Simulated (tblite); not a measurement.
# C6H12ClFO: the cost of one run

The runs use tblite 0.8.0 and PySCF 2.14.0, with density-fitted response routines of our own; the level of theory stands in each step. All values are computed, except where a source is named. Atoms are numbered from 0 throughout.

### Step 1. The starting structure

21 atoms, charge 0, multiplicity 1; geometry from: force field or distance geometry start.

Bonds of the start (Å): C0–C1 1.54, C1–C2 1.51, C1–C3 1.53, C3–F4 1.35, C1–O5 1.44, O5–C6 1.43, C6–C7 1.53, C7–Cl8 1.79, C0–H9 1.11, C0–H10 1.09, C0–H11 1.09, C2–H12 1.08, C2–H13 1.10, C2–H14 1.10, C3–H15 1.11, C3–H16 1.09, C6–H17 1.10, C6–H18 1.09, C7–H19 1.09, C7–H20 1.09.

### Step 2. Optimising the geometry with GFN2-xTB

What the job is given:

```
{"job": {"kind": "relax", "xc": "GFN2-xTB", "basis": "xTB"}, "charge": 0, "multiplicity": 1}
C     -1.387000     0.055200     1.688500
C     -0.804400    -0.014800     0.265500
C     -1.389700     1.104300    -0.570500
C     -1.134500    -1.392900    -0.324400
F     -0.812500    -1.433000    -1.633100
O      0.607300     0.184300     0.467900
C      1.453000     0.017700    -0.676400
C      2.897400     0.359800    -0.293500
Cl     3.604100    -0.902900     0.758000
H     -2.488100    -0.064300     1.684800
H     -0.969500    -0.719300     2.333000
H     -1.162800     1.016000     2.162800
H     -1.053700     1.066700    -1.600100
H     -2.488500     1.053900    -0.596100
H     -1.107600     2.097100    -0.181100
H     -0.566400    -2.193000     0.189100
H     -2.201100    -1.621700    -0.237600
H      1.397500    -1.019700    -1.041300
H      1.132500     0.698800    -1.460900
H      2.950400     1.304100     0.252500
H      3.514500     0.420800    -1.187500
```

Run with:

```sh
OMP_NUM_THREADS=1 python probes_run.py task.json out
```

The driver reads the jobs from task.json and runs them one after another.

Q: Estimate the wall time and peak memory of this first job on 1 thread of Arm Neoverse V1, shared host.

About 1.2 s, with a peak of 0.18 GiB.
